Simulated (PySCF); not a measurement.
# CH4BrClGe: the cost of one run

The runs use PySCF 2.14.0, with density-fitted response routines of our own; the level of theory stands in each step. All values are computed, except where a source is named. Atoms count from 0, in the outputs and in this text.

## Step 1: The starting structure

8 atoms, charge 0, multiplicity 1; geometry from: GFN2-xTB. The atoms were then displaced at random by about 0.01 Å, so the start is not that level's minimum.

Bonds of the start (Å): C0–Ge1 1.96, Ge1–Cl2 2.11, Ge1–Br3 2.31, C0–H4 1.11, C0–H5 1.06, C0–H6 1.11, Ge1–H7 1.53.

## Step 2: Relaxing the molecule at PBE0-D3(BJ)/def2-SVP

The job: settings as JSON, then the geometry in Å.

```
{"job": {"xc": "PBE0", "basis": "def2-SVP", "d3": "d3bj", "grid": 1, "shake": 0.01, "kind": "geom"}, "charge": 0, "multiplicity": 1}
C     -1.079800    -0.230460    -0.068130
Ge     0.838120     0.066880     0.205300
Cl     1.951400    -1.284040    -0.967400
Br     1.400500     2.208300    -0.460710
H     -1.337890    -0.087930    -1.138360
H     -1.385320    -1.204310     0.227640
H     -1.672060     0.511150     0.499780
H      1.340180     0.001280     1.649410
```

The run is started by

```sh
> OMP_NUM_THREADS=1 python probes_run.py task.json out
```

One launch serves the whole session: the jobs run in the order shown.

Q: Estimate the wall time and peak memory of this first job on 1 thread of Arm Neoverse V1, shared host.

About 83 s, with a peak of 0.49 GiB.
